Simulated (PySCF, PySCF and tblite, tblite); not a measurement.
# C₇H₂ClF₃O₂: telling isomers apart by computed NMR, part 2 of 2

PySCF and tblite. Atoms count from 0.

## 9. Shieldings, isomer C, conformer 1: PBE0/pcSseg-1

Job settings and geometry (Å):

```
{"job": {"xc": "PBE0", "basis": "pcSseg-1", "kind": "nmr", "pop": false}, "charge": 0, "multiplicity": 1}
O      1.975841     2.240932    -0.838336
C      1.424563     1.239686    -0.455577
C      2.150646     0.056915     0.025300
C      1.527599    -1.044664     0.443532
C      0.058654    -1.174445     0.459695
O     -0.493032    -2.180292     0.840214
C     -0.701156     0.012050    -0.021908
C     -2.202814    -0.196655     0.025366
F     -2.924895     0.843883    -0.399883
F     -2.568380    -1.236535    -0.734358
F     -2.614750    -0.448067     1.274094
C     -0.079665     1.131578    -0.444937
Cl    -0.852436     2.535009    -1.008400
H      3.228447     0.140928     0.016633
H      2.066963    -1.912333     0.796654
```

The program printed:

```text
coarse grid: 15896 points
cycle   1  E = -1176.6118961964  dE =  2.816e+00  |g| = 1.398e+00  |ddm| = 4.458e+00
cycle   2  E = -1175.2725584343  dE =  1.339e+00  |g| = 3.007e+00  |ddm| = 6.182e+00
cycle   3  E = -1176.9592040603  dE = -1.687e+00  |g| = 3.529e-01  |ddm| = 5.108e+00
cycle   4  E = -1176.9791850276  dE = -1.998e-02  |g| = 1.640e-01  |ddm| = 4.647e-01
cycle   5  E = -1176.9837548017  dE = -4.570e-03  |g| = 3.399e-02  |ddm| = 1.775e-01
cycle   6  E = -1176.9839659496  dE = -2.111e-04  |g| = 1.223e-02  |ddm| = 4.496e-02
cycle   7  E = -1176.9839952739  dE = -2.932e-05  |g| = 5.302e-03  |ddm| = 1.658e-02
cycle   8  E = -1176.9840010427  dE = -5.769e-06  |g| = 1.856e-03  |ddm| = 7.263e-03
final grid: 158176 points
cycle   9  E = -1177.1011721657  dE = -1.984e-05  |g| = 1.685e-02  |ddm| = 4.447e-02
cycle  10  E = -1177.1009575959  dE =  2.146e-04  |g| = 3.731e-02  |ddm| = 5.856e-02
cycle  11  E = -1177.1012254892  dE = -2.679e-04  |g| = 1.920e-03  |ddm| = 4.316e-02
cycle  12  E = -1177.1012260584  dE = -5.692e-07  |g| = 5.855e-04  |ddm| = 1.770e-03
cycle  13  E = -1177.1012261003  dE = -4.187e-08  |g| = 2.528e-04  |ddm| = 7.136e-04
cycle  14  E = -1177.1012261141  dE = -1.373e-08  |g| = 8.901e-05  |ddm| = 3.546e-04
cycle  15  E = -1177.1012261156  dE = -1.599e-09  |g| = 2.513e-05  |ddm| = 1.072e-04
cycle  16  E = -1177.1012261158  dE = -1.332e-10  |g| = 7.973e-06  |ddm| = 3.050e-05
converged SCF energy = -1177.1012261158

GIAO shielding tensors (ppm)
atom      isotropic    diamagn.    paramagn.     s11        s22        s33       span
  0 O     -415.308     394.802    -810.110  -1177.173   -436.730    367.980   1545.152
  1 C        3.379     245.196    -241.817    -91.648     -5.371    107.157    198.805
  2 C       46.048     256.686    -210.638    -64.412     61.173    141.382    205.794
  3 C       43.477     256.410    -212.934    -70.993     63.886    137.538    208.531
  4 C        1.101     241.137    -240.036    -88.746    -15.660    107.709    196.456
  5 O     -418.169     398.000    -816.170  -1197.406   -424.511    367.410   1564.816
  6 C       51.539     266.925    -215.386    -45.034     68.953    130.699    175.733
  7 C       55.499     236.283    -180.784     45.899     56.419     64.179     18.280
  8 F      253.070     471.214    -218.144    182.013    253.136    324.061    142.047
  9 F      235.064     471.302    -236.239    163.246    227.622    314.324    151.078
 10 F      235.008     471.320    -236.313    163.204    227.526    314.294    151.091
 11 C       31.512     251.097    -219.585    -58.554     42.785    110.306    168.860
 12 Cl     694.113    1146.418    -452.305    501.066    737.352    843.920    342.855
 13 H       24.647      28.919      -4.273     22.875     23.303     27.761      4.886
 14 H       24.786      29.416      -4.630     23.036     23.273     28.051      5.015
```

It took 43 s on 1 thread of Arm Neoverse V2, shared host.

In short: HOMO -8.65 eV, LUMO -4.34 eV; dipole 2.90 D.

## 10. Boltzmann average, isomer C: properties at PBE0/pcSseg-1

Job settings and geometry (Å):

```
{"job": {"study": "conf", "smiles": "O=C1C=CC(=O)C(C(F)(F)F)=C1Cl", "search": {"seed": 2481, "n_embed": 45, "ff_keep": 10, "window": 2.5, "nmax": 3, "temps": [250, 298.15, 350], "t_ref": 298.15, "order": 0.002}, "level": {"nmr": {"xc": "PBE0", "basis": "pcSseg-1"}}, "kind": "conf"}, "charge": 0, "multiplicity": 1}
O      1.975841     2.240932    -0.838336
C      1.424563     1.239686    -0.455577
C      2.150646     0.056915     0.025300
C      1.527599    -1.044664     0.443532
C      0.058654    -1.174445     0.459695
O     -0.493032    -2.180292     0.840214
C     -0.701156     0.012050    -0.021908
C     -2.202814    -0.196655     0.025366
F     -2.924895     0.843883    -0.399883
F     -2.568380    -1.236535    -0.734358
F     -2.614750    -0.448067     1.274094
C     -0.079665     1.131578    -0.444937
Cl    -0.852436     2.535009    -1.008400
H      3.228447     0.140928     0.016633
H      2.066963    -1.912333     0.796654
```

The program printed:

```text
conformer  sym    E(xTB)   E(DFT)   G(298.15 K)  weight  dipole/D
    1     Cs      0.000    0.000    0.000   1.0000    2.896

mean shielding (ppm) by class
class atoms           250 K   298.15 K      350 K
  0 O  0           -415.308   -415.308   -415.308
  1 C  1              3.379      3.379      3.379
  2 C  2             46.047     46.047     46.047
  3 C  3             43.477     43.477     43.477
  4 C  4              1.101      1.101      1.101
  5 O  5           -418.169   -418.169   -418.169
  6 C  6             51.539     51.539     51.539
  7 C  7             55.499     55.499     55.499
  8 F  8,9,10       241.047    241.047    241.047
  9 C  11            31.512     31.512     31.512
 10 Cl 12           694.113    694.113    694.113
 11 H  13            24.647     24.647     24.647
 12 H  14            24.786     24.786     24.786
```

Wall time 44 s (1 thread of Arm Neoverse V2, shared host). This counts the runs that the step sums up.

The search (ETKDG and KDG, MMFF94s, GFN2-xTB) embedded 45 structures, kept 1 distinct ones after the force field and 1 after xTB; 1 was carried on (window 2.5 kcal/mol at the search's own energies). Energies: PBE0/pcSseg-1 with D3(BJ).

Conformer by conformer (298 K):

```csv
no.,group,mirror pair,ΔE xTB,ΔE DFT,ΔG,weight (%),μ (D),"A, B, C (GHz)"
1,Cs,no,0.00,0.00,0.00,100.0,2.90,"0.98, 0.70, 0.44"
```

Energies in kcal/mol. ΔG holds xTB vibrations and rotation, symmetry numbers and mirror pairs.

Shifts against references run at the same level (³⁵Cl HCl 950, ¹⁷O H2O 336.1, ¹³C TMS 186.9, ¹H TMS 31.72, ¹⁹F CFCl3 170.9 ppm of shielding), by class of atoms, at 298 K:

```csv
atoms,environment,average
C4,ketone carbonyl carbon,185.8
C1,ketone carbonyl carbon,183.5
C11,β carbon of a C=C–C=O unit,155.4
C3,β carbon of a C=C–C=O unit,143.4
C2,β carbon of a C=C–C=O unit,140.9
C6,β carbon of a C=C–C=O unit,135.4
C7,CF3 carbon,131.4
H13,hydrogen on a β carbon of a C=C–C=O unit,7.07
H14,hydrogen on a β carbon of a C=C–C=O unit,6.93
O5,ketone oxygen,754.2
O0,ketone oxygen,751.4
"F8, F9, F10",fluorine of a CF3 group,-70.1
Cl12,chlorine bonded to C,256
```

Effective distances for nuclear Overhauser effects, ⟨r⁻⁶⟩^(−1/6) over all pairs of two classes (Å): H13···H14 2.48.

## 11. Shieldings, isomer B, conformer 1: wB97X-D/pcSseg-1 in methanol

Job settings and geometry (Å):

```
{"job": {"xc": "wB97X-D", "basis": "pcSseg-1", "solvent": "methanol", "grid": 1, "scf": {"guess": "atom"}, "kind": "nmr", "pop": false}, "charge": 0, "multiplicity": 1}
O     -1.895080     2.304069     0.646575
C     -1.347864     1.266401     0.381808
C      0.128618     1.173764     0.233015
C      0.750968     0.029031    -0.061652
C      2.260462    -0.032772    -0.206551
F      2.796194    -0.871585     0.676249
F      2.612482    -0.425563    -1.427952
F      2.804382     1.172460     0.001437
C     -0.000671    -1.255441    -0.265678
O      0.556823    -2.289022    -0.532688
C     -1.459595    -1.158406    -0.116146
C     -2.095029    -0.011825     0.180379
Cl    -3.780687     0.087998     0.350620
H      0.669321     2.103231     0.380688
H     -2.004738    -2.084351    -0.262017
```

The program printed:

```text
final grid: 73784 points
cycle   1  E = -1177.4593996883  dE =  4.421e+00  |g| = 1.336e+00  |ddm| = 4.132e+00
cycle   2  E = -1177.3523236333  dE =  1.071e-01  |g| = 1.628e+00  |ddm| = 2.834e+00
cycle   3  E = -1177.7751081837  dE = -4.228e-01  |g| = 1.961e-01  |ddm| = 1.719e+00
cycle   4  E = -1177.7831437312  dE = -8.036e-03  |g| = 8.064e-02  |ddm| = 2.166e-01
cycle   5  E = -1177.7844829045  dE = -1.339e-03  |g| = 2.357e-02  |ddm| = 1.021e-01
cycle   6  E = -1177.7846385561  dE = -1.557e-04  |g| = 7.382e-03  |ddm| = 3.188e-02
cycle   7  E = -1177.7846721456  dE = -3.359e-05  |g| = 2.848e-03  |ddm| = 1.700e-02
cycle   8  E = -1177.7846822811  dE = -1.014e-05  |g| = 1.094e-03  |ddm| = 1.041e-02
cycle   9  E = -1177.7846838603  dE = -1.579e-06  |g| = 6.120e-04  |ddm| = 3.798e-03
cycle  10  E = -1177.7846841004  dE = -2.401e-07  |g| = 1.876e-04  |ddm| = 1.374e-03
cycle  11  E = -1177.7846841286  dE = -2.817e-08  |g| = 1.075e-04  |ddm| = 5.229e-04
cycle  12  E = -1177.7846841323  dE = -3.727e-09  |g| = 4.048e-05  |ddm| = 1.947e-04
cycle  13  E = -1177.7846841328  dE = -5.198e-10  |g| = 1.520e-05  |ddm| = 9.939e-05
converged SCF energy = -1177.7846841328

GIAO shielding tensors (ppm)
atom      isotropic    diamagn.    paramagn.     s11        s22        s33       span
  0 O     -349.005     396.575    -745.580  -1024.630   -396.953    374.568   1399.197
  1 C       -0.221     246.321    -246.542    -92.048    -14.475    105.860    197.908
  2 C       41.795     252.244    -210.449    -70.417     53.918    141.884    212.301
  3 C       41.583     270.330    -228.748    -67.398     65.938    126.208    193.605
  4 C       58.111     240.696    -182.585     48.869     60.146     65.320     16.451
  5 F      257.204     472.084    -214.881    182.243    259.593    329.775    147.532
  6 F      257.067     472.067    -215.000    182.012    259.401    329.789    147.777
  7 F      267.888     473.293    -205.405    187.830    263.046    352.789    164.958
  8 C       -0.925     242.693    -243.618    -88.136    -21.059    106.419    194.555
  9 O     -325.390     400.286    -725.675   -980.672   -368.073    372.577   1353.249
 10 C       42.884     252.815    -209.932    -62.418     64.582    126.486    188.904
 11 C       28.963     257.373    -228.410    -75.743     54.014    108.619    184.362
 12 Cl     735.557    1143.939    -408.382    552.405    749.118    905.149    352.744
 13 H       24.080      31.151      -7.071     21.007     21.178     30.056      9.049
 14 H       24.265      28.962      -4.696     21.452     21.853     29.490      8.038
```

Run time: 47 s. Hardware: 1 thread of Arm Neoverse V2, shared host; peak memory 1.3 GiB.

This run: HOMO -10.19 eV, LUMO -2.38 eV; dipole 1.49 D.

## 12. Single-point energy, isomer B, conformer 1: B3LYP/cc-pVDZ in methanol

The job, as its differences from that of step 11:

```diff
@@ -1,2 +1,2 @@
-{"job": {"xc": "wB97X-D", "basis": "pcSseg-1", "solvent": "methanol", "grid": 1, "scf": {"guess": "atom"}, "kind": "nmr", "pop": false}, "charge": 0, "multiplicity": 1}
+{"job": {"xc": "B3LYP", "basis": "cc-pVDZ", "solvent": "methanol", "kind": "sp"}, "charge": 0, "multiplicity": 1}
 O     -1.895080     2.304069     0.646575
```

The program printed:

```text
coarse grid: 15896 points
cycle   1  E = -1177.7473061037  dE =  2.767e+00  |g| = 1.429e+00  |ddm| = 8.222e+00
cycle   2  E = -1176.5185669471  dE =  1.229e+00  |g| = 2.888e+00  |ddm| = 6.678e+00
cycle   3  E = -1178.1108935852  dE = -1.592e+00  |g| = 3.268e-01  |ddm| = 4.834e+00
cycle   4  E = -1178.1296871475  dE = -1.879e-02  |g| = 1.482e-01  |ddm| = 6.443e-01
cycle   5  E = -1178.1335287883  dE = -3.842e-03  |g| = 3.325e-02  |ddm| = 2.218e-01
cycle   6  E = -1178.1337625070  dE = -2.337e-04  |g| = 1.019e-02  |ddm| = 6.243e-02
cycle   7  E = -1178.1337848696  dE = -2.236e-05  |g| = 3.506e-03  |ddm| = 1.843e-02
cycle   8  E = -1178.1337874558  dE = -2.586e-06  |g| = 1.070e-03  |ddm| = 5.864e-03
final grid: 158176 points
cycle   9  E = -1178.1540436925  dE = -3.626e-05  |g| = 6.870e-03  |ddm| = 5.906e-02
cycle  10  E = -1178.1540235315  dE =  2.016e-05  |g| = 1.213e-02  |ddm| = 2.703e-02
cycle  11  E = -1178.1540528653  dE = -2.933e-05  |g| = 2.039e-03  |ddm| = 1.810e-02
cycle  12  E = -1178.1540536278  dE = -7.626e-07  |g| = 2.064e-04  |ddm| = 3.204e-03
cycle  13  E = -1178.1540536343  dE = -6.426e-09  |g| = 9.171e-05  |ddm| = 4.387e-04
cycle  14  E = -1178.1540536361  dE = -1.819e-09  |g| = 1.668e-05  |ddm| = 1.778e-04
cycle  15  E = -1178.1540536361  dE = -5.639e-11  |g| = 8.522e-06  |ddm| = 4.024e-05
converged SCF energy = -1178.1540536361
```

Wall time 18 s (1 thread of Arm Neoverse V2, shared host).

In short: HOMO -7.84 eV, LUMO -3.87 eV; dipole 1.37 D.

## 13. Boltzmann average, isomer B: properties at wB97X-D/pcSseg-1 in methanol

Job settings and geometry (Å):

```
{"job": {"study": "conf", "smiles": "O=C1C=C(C(F)(F)F)C(=O)C=C1Cl", "search": {"seed": 2481, "n_embed": 45, "ff_keep": 10, "window": 2.5, "nmax": 3, "temps": [250, 298.15, 350], "t_ref": 298.15, "order": 0.002}, "level": {"nmr": {"xc": "wB97X-D", "basis": "pcSseg-1", "solvent": "methanol", "grid": 1, "scf": {"guess": "atom"}}, "sp": {"xc": "B3LYP", "basis": "cc-pVDZ", "solvent": "methanol"}, "alter": {"geometry": "GFN1-xTB"}, "change": "wB97X-D/pcSseg-1; solvent methanol; energies B3LYP/cc-pVDZ; grid level 1; guess atom; GFN1-xTB geometries"}, "kind": "conf"}, "charge": 0, "multiplicity": 1}
O     -1.895080     2.304069     0.646575
C     -1.347864     1.266401     0.381808
C      0.128618     1.173764     0.233015
C      0.750968     0.029031    -0.061652
C      2.260462    -0.032772    -0.206551
F      2.796194    -0.871585     0.676249
F      2.612482    -0.425563    -1.427952
F      2.804382     1.172460     0.001437
C     -0.000671    -1.255441    -0.265678
O      0.556823    -2.289022    -0.532688
C     -1.459595    -1.158406    -0.116146
C     -2.095029    -0.011825     0.180379
Cl    -3.780687     0.087998     0.350620
H      0.669321     2.103231     0.380688
H     -2.004738    -2.084351    -0.262017
```

The program printed:

```text
conformer  sym    E(xTB)   E(DFT)   G(298.15 K)  weight  dipole/D
    1     Cs      0.000    0.000    0.000   1.0000    1.372

mean shielding (ppm) by class
class atoms           250 K   298.15 K      350 K
  0 O  0           -349.005   -349.005   -349.005
  1 C  1             -0.221     -0.221     -0.221
  2 C  2             41.795     41.795     41.795
  3 C  3             41.583     41.583     41.583
  4 C  4             58.111     58.111     58.111
  5 F  5,6,7         260.72     260.72     260.72
  6 C  8             -0.925     -0.925     -0.925
  7 O  9           -325.389   -325.389   -325.389
  8 C  10            42.883     42.883     42.883
  9 C  11            28.963     28.963     28.963
 10 Cl 12           735.557    735.557    735.557
 11 H  13             24.08      24.08      24.08
 12 H  14            24.265     24.265     24.265
```

Run time: 65 s. Hardware: 1 thread of Arm Neoverse V2, shared host. This counts the runs that the step sums up.

Against the first level, at 298 K (shieldings, ppm; largest changes first):

```csv
atoms,PBE0/pcSseg-1,wB97X-D/pcSseg-1 in methanol,change
O9,-415.4,-325.4,+90.0
O0,-424.6,-349.0,+75.6
Cl12,703,736,+33
"F5, F6, F7",251.0,260.7,+9.7
C2,48.4,41.8,-6.6
C10,48.1,42.9,-5.2
C3,45.3,41.6,-3.7
C8,1.7,-0.9,-2.7
C1,2.4,-0.2,-2.6
C4,56.8,58.1,+1.3
```

Weights: from PBE0/pcSseg-1 energies 1: 100 %; from B3LYP/cc-pVDZ in methanol energies 1: 100 % (with a dispersion term where the level has one and the same thermal terms, so they don't follow from the SCF energies alone). Times: 43 s and 65 s.

## 14. The test of assignment

Job settings and geometry (Å):

```
{"job": {"study": "set", "relation": "regioisomers", "members": [{"smiles": "[O:1]=[C:2]1[CH:3]=[C:4]([Cl:5])[C:6](=[O:7])[C:8]([C:9]([F:10])([F:11])[F:12])=[CH:13]1"}, {"smiles": "[O:1]=[C:2]1[CH:3]=[C:4]([C:5]([F:6])([F:7])[F:8])[C:9](=[O:10])[CH:11]=[C:12]1[Cl:13]"}, {"smiles": "[O:1]=[C:2]1[CH:3]=[CH:4][C:5](=[O:6])[C:7]([C:8]([F:9])([F:10])[F:11])=[C:12]1[Cl:13]"}], "charge": 0, "search": {"seed": 2481, "n_embed": 45, "ff_keep": 10, "window": 2.5, "nmax": 3, "temps": [250, 298.15, 350], "t_ref": 298.15, "order": 0.002}, "level": {"nmr": {"xc": "PBE0", "basis": "pcSseg-1"}}, "dp4": {"C": [2.5, 10], "H": [0.12, 10]}, "second_levels": [{"nmr": {"xc": "wB97X-D", "basis": "pcSseg-1", "solvent": "methanol", "grid": 1, "scf": {"guess": "atom"}}, "wide": true, "sp": {"xc": "B3LYP", "basis": "cc-pVDZ", "solvent": "methanol"}, "alter": {"geometry": "GFN1-xTB"}, "change": "wB97X-D/pcSseg-1; solvent methanol; energies B3LYP/cc-pVDZ; grid level 1; guess atom; GFN1-xTB geometries"}], "kind": "set"}, "charge": 0, "multiplicity": 1}
O     -1.949538    -2.400532    -0.288778
C     -1.390605    -1.332457    -0.174626
C     -2.112302    -0.060056    -0.105017
C     -1.480092     1.118152     0.019968
Cl    -2.313522     2.602289     0.102087
C      0.004651     1.237192     0.097180
O      0.573361     2.292105     0.206624
C      0.719840    -0.067369     0.026835
C      2.230654     0.020452     0.104927
F      2.740053     0.744636    -0.895576
F      2.638880     0.572458     1.251071
F      2.805502    -1.188347     0.035065
C      0.090026    -1.237743    -0.096349
H     -3.189901    -0.117225    -0.159790
H      0.628579    -2.175567    -0.145536
```

The program printed:

```text
isomer  G rel   conformers  SMILES
A     0.130      1   O=C1C=C(Cl)C(=O)C(C(F)(F)F)=C1
B     0.000      1   O=C1C=C(C(F)(F)F)C(=O)C=C1Cl
C     5.539      1   O=C1C=CC(=O)C(C(F)(F)F)=C1Cl

signals of isomer B at the second level: probabilities [0.00943, 0.70973, 0.28084]
```

Wall time 3.4 min (1 thread of Arm Neoverse V2, shared host); peak memory 1.3 GiB. This counts the whole study up to here.

The 3 candidates (regioisomers), with energies and dipoles from their ensembles above, at 298 K; shieldings at PBE0/pcSseg-1:

```csv
isomer,SMILES,conformers,ΔE,ΔG,μ rms (D)
A,O=C1C=C(Cl)C(=O)C(C(F)(F)F)=C1,1,0.13,0.13,1.89
B,O=C1C=C(C(F)(F)F)C(=O)C=C1Cl,1,0.00,0.00,1.48
C,O=C1C=CC(=O)C(C(F)(F)F)=C1Cl,1,5.43,5.54,2.90
```

Energies in kcal/mol.

The signals of isomer B, computed at a second level (wB97X-D/pcSseg-1 in methanol on GFN1-xTB geometries), stand in for a spectrum. The test takes 7 C values, 2 H values (hydrogens on carbon alone). Each candidate's shieldings are matched to them as sorted lists by a straight-line fit, or by a shift alone where signals are few or close (slope 1; a small slope inflates the errors), and the errors are weighed by Student-t tails (C: width 2.5 ppm, H: width 0.12 ppm).

```csv
candidate,C slope,C mean error,C largest,H slope,H mean error,H largest,P(C),P(H),P(all)
A,0.99,3.2,4.4,1.00,0.07,0.07,1.5,22.3,0.9
B,0.99,2.1,4.0,1.00,0.04,0.04,76.6,32.6,71.0
C,0.98,2.2,6.2,1.00,0.02,0.02,21.9,45.1,28.1
```

Errors in ppm, probabilities in per cent.

## 15. Outcome

The summary covers parts 1 to 2.

| quantity | value |
| --- | --- |
| conformers, isomer A | 1; the first in weight is no. 1 (Cs), 100 % at 298 K |
| root-mean-square dipole, isomer A | 1.89 D |
| averaged ¹³C shifts, isomer A (PBE0/pcSseg-1) | 189.2, 180.3, 157.9, 140.9, 139.9, 138.6, 130.3 ppm |
| averaged ¹H shifts, isomer A (PBE0/pcSseg-1) | 7.17, 7.12 ppm |
| averaged ¹⁹F shifts, isomer A (PBE0/pcSseg-1) | -80.5 ppm |
| conformers, isomer B | 1; the first in weight is no. 1 (Cs), 100 % at 298 K |
| root-mean-square dipole, isomer B | 1.48 D |
| averaged ¹³C shifts, isomer B (PBE0/pcSseg-1) | 185.2, 184.5, 157.6, 141.7, 138.8, 138.6, 130.1 ppm |
| averaged ¹H shifts, isomer B (PBE0/pcSseg-1) | 7.25, 7.15 ppm |
| averaged ¹⁹F shifts, isomer B (PBE0/pcSseg-1) | -80.1 ppm |
| conformers, isomer C | 1; the first in weight is no. 1 (Cs), 100 % at 298 K |
| root-mean-square dipole, isomer C | 2.90 D |
| averaged ¹³C shifts, isomer C (PBE0/pcSseg-1) | 185.8, 183.5, 155.4, 143.4, 140.9, 135.4, 131.4 ppm |
| averaged ¹H shifts, isomer C (PBE0/pcSseg-1) | 7.07, 6.93 ppm |
| averaged ¹⁹F shifts, isomer C (PBE0/pcSseg-1) | -70.1 ppm |
| lowest in free energy | A, B, within 0.5 kcal/mol of one another |
| signals of B (wB97X-D/pcSseg-1 in methanol on GFN1-xTB geometries) | best fit B, 71 % |

What this shows: The search found one conformer for isomer A in the window, so the averages are its own values. The search found one conformer for isomer B in the window, so the averages are its own values. The search found one conformer for isomer C in the window, so the averages are its own values. Going from PBE0/pcSseg-1 to wB97X-D/pcSseg-1 in methanol moves O9 of isomer B most, by 90.0 ppm of raw shielding (the geometries differ too). The test names the right isomer, B, with 71 %, which is no clear verdict. The stand-in spectrum is computed, so it shares conformers and some errors with the candidates; a measured one would test harder.
